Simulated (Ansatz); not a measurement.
What does this script print? It uses Ansatz 0.2.0 through its Python package.

Input file `fgeh4osi.xyz`:
```text
8

O     1.66880    1.42340   -0.05530
Ge    0.84580    0.13660    0.84850
F     1.93590   -1.20570    0.96570
Si   -0.98630   -0.54200   -0.26120
H     0.95370    2.19140   -0.07290
H    -1.99570    0.59220   -0.37230
H    -0.67350   -1.02600   -1.59770
H    -1.65660   -1.62700    0.48950
```

The script, `run_scan.py`:
```python
# -*- coding: utf-8 -*-
from dataclasses import dataclass

import ansatz as az
import numpy as np


@dataclass
class Settings:
    basis_set: str = 'def2-SVP'
    level: str = 'mp2'


cfg = Settings()

molecule = az.Crystal.molecule_from_extxyz('fgeh4osi.xyz')

symbols = [site.symbol for site in molecule.cartesian_sites]
start = np.array([site.position_ang for site in molecule.cartesian_sites])
axis = (start[3] - start[1]) / np.linalg.norm(start[3] - start[1])
moving = [3, 5, 6, 7]
lengths, energies = [1.977, 2.067, 2.157, 2.247, 2.337, 2.427, 2.517, 2.651], []
for length in lengths:
    xyz = start.copy()
    xyz[moving] += (length - np.linalg.norm(start[3] - start[1])) * axis
    point = az.Crystal.molecule()
    for symbol, place in zip(symbols, xyz):
        point = point.atom(symbol, place.tolist())
    model = point.calculation()
    model = model.basis(gaussian=cfg.basis_set)
    model = model.correlation(cfg.level).spin('collinear', total=1)
    r = model.run().report
    energies.append(r['free_energy_ev'])
    print(f'r = {length:6.3f} A  E = {energies[-1]:.5f} eV  <S^2> = {abs(r["mean_field"]["state"]["spin_squared"]):.3f}')

fit = np.polynomial.Polynomial.fit(lengths, np.array(energies) - min(energies), 4).convert()
roots = [r.real for r in fit.deriv().roots() if abs(r.imag) < 1e-9 and fit.deriv(2)(r.real) > 0]
r_e = min(roots, key=lambda r: abs(r - lengths[int(np.argmin(energies))]))
print(f'minimum of the fit at {r_e:.4f} A, force constant {fit.deriv(2)(r_e):.2f} eV/A^2')
```

```console
$ python run_scan.py
r =  1.977 A  E = -69146.13007 eV  <S^2> = 0.759
r =  2.067 A  E = -69146.85818 eV  <S^2> = 0.759
r =  2.157 A  E = -69147.32881 eV  <S^2> = 0.759
r =  2.247 A  E = -69147.60957 eV  <S^2> = 0.759
r =  2.337 A  E = -69147.75166 eV  <S^2> = 0.760
r =  2.427 A  E = -69147.79390 eV  <S^2> = 0.761
r =  2.517 A  E = -69147.76573 eV  <S^2> = 0.764
r =  2.651 A  E = -69147.64005 eV  <S^2> = 0.773
minimum of the fit at 2.4318 A, force constant 8.18 eV/A^2
```

What to keep in mind:
- The settings weren't tested for convergence.
- The rest of the molecule is held rigid at a force-field or estimated start geometry, and the basis set is modest; single-reference methods fail as a bond breaks.
- The run takes the species as open-shell (spin multiplicity 2), which needn't be its ground state.
- S² is that of the Hartree-Fock reference.
- The whole script took 18 s on 1 thread of Arm Neoverse V2, with other jobs on the host, peak memory 0.32 GiB.
